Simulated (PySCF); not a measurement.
# C₄H₅NSSi: electronic excitations

What electronic excitations should C₄H₅NSSi (`C#CC(=C=S)[SiH2]N`) show?

Programs: PySCF 2.14.0, with density-fitted response routines of our own. Each step states its level of theory. These are calculated values for one molecule in the gas phase, unless marked as measured. Atoms count from 0, in the outputs and in this text.

**1. The molecule as given**

12 atoms, charge 0, multiplicity 1; geometry from: GFN2-xTB.

Bonds of the start (Å): C0–C1 1.20, C1–C2 1.40, C2–C3 1.29, C3–S4 1.56, C2–Si5 1.92, Si5–N6 1.71, C0–H7 1.05, Si5–H8 1.47, Si5–H9 1.46, N6–H10 1.01, N6–H11 1.01.

**2. TDDFT and polarisability: CAM-B3LYP/def2-SVPD**

Job settings and geometry (Å):

```
{"job": {"kind": "uv", "xc": "CAM-B3LYP", "basis": "def2-SVPD", "nstates": 8, "ntriplets": 3}, "charge": 0, "multiplicity": 1}
C      2.722879    -1.285939     0.784840
C      1.812932    -0.541683     0.536375
C      0.725375     0.287420     0.241225
C      0.700390     1.581046     0.249924
S      0.445380     3.123030     0.201855
Si    -0.884249    -0.605096    -0.300071
N     -2.157313     0.442053     0.166883
H      3.531737    -1.914822     1.005966
H     -0.743739    -0.884590    -1.737653
H     -0.999218    -1.832976     0.481582
H     -2.039523     1.441678     0.123345
H     -3.113454     0.189195    -0.015578
```

Method: TDDFT CAM-B3LYP/def2-SVPD, vertical, gas phase, core orbitals frozen in the response.

The run is started by

```console
$ OMP_NUM_THREADS=1 python probes_run.py task.json out
```

One launch serves the whole session: the jobs run in the order shown.

What will the session give for the following? lowest singlet (CAM-B3LYP/def2-SVPD); brightest single state of those computed; lowest triplet. Wanted: lowest singlet; brightest single state of those computed; lowest triplet.

As calculated:

| quantity | value |
| --- | --- |
| lowest singlet (CAM-B3LYP/def2-SVPD) | 2.42 eV (513 nm), f = 0.000 |
| brightest single state of those computed | state 4, 5.38 eV, f = 0.126 |
| lowest triplet | 2.14 eV |

What this shows: The first singlet state (HOMO→LUMO 0.96) lies at 2.42 eV and is dark; of the 8 states computed, the strongest absorption comes from state 4 at 5.38 eV. The lowest triplet lies 0.28 eV below the lowest singlet (triplets in Tamm-Dancoff, singlets in full TDDFT).
